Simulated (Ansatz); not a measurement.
**CH₄BFO: how energies converge with the basis set**

Aim: see how fast density functionals converge with the basis set for CH₄BFO.

Program: Ansatz 0.2.0, Gaussian basis. Level of theory: one geometry, several basis sets. These are calculated values, not measurements.

Levels to be run: PBE0-D4/def2-SVP; ωB97M-V/def2-SVP; PBE0-D4/def2-QZVPP; ωB97M-V/def2-QZVPP; the functionals' def2-TZVPP values are taken from earlier runs.

### Step 1. Structure used throughout

All runs share one geometry, relaxed beforehand with PBE0-D4 in a triple-zeta def2 set.

SMILES `BOCF`, 8 atoms, charge 0, spin multiplicity 1.

Atoms are counted from 1 here; the program's logs count them from 0.

Bond lengths: B1–O2 1.350 Å, B1–H5 1.201 Å, B1–H6 1.193 Å, O2–C3 1.389 Å, C3–F4 1.363 Å, C3–H7 1.095 Å, C3–H8 1.092 Å. Angles: O2–B1–H5 119.7°, O2–B1–H6 116.8°, H5–B1–H6 123.5°, B1–O2–C3 121.2°, O2–C3–F4 108.8°, O2–C3–H7 111.1°, O2–C3–H8 108.4°, F4–C3–H7 108.1°, F4–C3–H8 108.1°, H7–C3–H8 112.2°.

### Step 2. PBE0-D4 in def2-SVP

Input file in.yaml:

```yaml
crystal:
  periodic: [false, false, false]
  atoms:
    - {symbol: B, position_ang: [-0.895606, 0.807452, 0.575661]}
    - {symbol: O, position_ang: [0.208753, 0.042087, 0.704346]}
    - {symbol: C, position_ang: [0.779096, -0.589925, -0.392857]}
    - {symbol: F, position_ang: [0.424820, -1.906086, -0.375825]}
    - {symbol: H, position_ang: [-1.369856, 0.988780, -0.512449]}
    - {symbol: H, position_ang: [-1.341009, 1.283194, 1.575408]}
    - {symbol: H, position_ang: [0.420494, -0.152564, -1.330534]}
    - {symbol: H, position_ang: [1.865506, -0.530039, -0.299548]}
basis:
  gaussian: {orbitals: def2-SVP}
hamiltonian: {xc: pbe0, dispersion: d4}
output: {orbitals: {seedname: orbitals}}
```

After this run come: ωB97M-V in def2-SVP; PBE0-D4 in def2-QZVPP; ωB97M-V in def2-QZVPP.

Before running them: what should the planned runs give, taken together? Wanted: PBE0-D4: double and triple zeta above quadruple; ωB97M-V: double and triple zeta above quadruple.

**Answer**, as computed:

| quantity | value |
| --- | --- |
| PBE0-D4: double and triple zeta above quadruple | 8.14, 0.37 eV |
| ωB97M-V: double and triple zeta above quadruple | 8.37, 0.35 eV |

What this shows: For PBE0-D4 the step from double to triple zeta gains 7.77 eV and the next only 0.37 eV. These are total energies; as a rule much of such shifts cancels in differences, which this series doesn't test. The LUMO of ωB97M-V is positive and keeps falling with the basis (1.50 to 0.90 eV): an unbound level that the basis holds in place.
